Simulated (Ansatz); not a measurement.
# GaAs: the cost of one run

Computed with Ansatz 0.2.0 (DFT HSE06, spin-orbit coupling, plane waves, PAW, unless a step's input says otherwise).

### Step 1. Starting point

It takes space group F-43m (No. 216, cubic). The conventional cell has a = 5.653 Å, b = 5.653 Å, c = 5.653 Å, α = 90.00°, β = 90.00°, γ = 90.00°. Ga (site symmetry -43m) is surrounded by 4 As at 2.45 Å. Around As (site symmetry -43m) lie 4 Ga at 2.45 Å.

Structure file:

```xyz
2
Lattice="0.0000 2.8265 2.8265 2.8265 0.0000 2.8265 2.8265 2.8265 0.0000" Properties=species:S:1:pos:R:3 pbc="T T T"
Ga    0.0000    0.0000    0.0000
As    1.4132    1.4132    1.4132
```

### Step 2. Single point: GaAs

The input, input.yaml:

```yaml
crystal:
  lattice:
    - [0.0, 2.8265, 2.8265]
    - [2.8265, 0.0, 2.8265]
    - [2.8265, 2.8265, 0.0]
  atoms:
    - { symbol: Ga, position: [0.0, 0.0, 0.0] }
    - { symbol: As, position: [0.25, 0.25, 0.25] }
scf:
  occupations: { method: gaussian, width: 0.01 }
  n_extra_bands: 8
output:
  eigenvalues: true
  eigenstates:
    kpoints: [[0, 0, 0], [0.5, 0.5, 0.5], [0.5, 0.5, 0]]
    e_range: [-5, 5]
  write_density: true
  write_potential: true
  elf: true
  volumetric_format: npy
hamiltonian:
  xc: hse06
  pseudopotentials: { kind: paw_fr }
kpoints:
  mp_grid: { grid: [6, 6, 6] }
magnetization:
  noncollinear: true
  spin_orbit: true
```

The run is started by

```console
> ansatz run input.yaml --threads 8 --pin off --max-ram 12288MiB --backend cpu --events-out ev --progress --plain --runs-dir out
```

What time and memory should one allow on 8 threads of AMD EPYC 7R43 (Zen 3), shared host?

About 50 s, with a peak of 2.7 GiB.
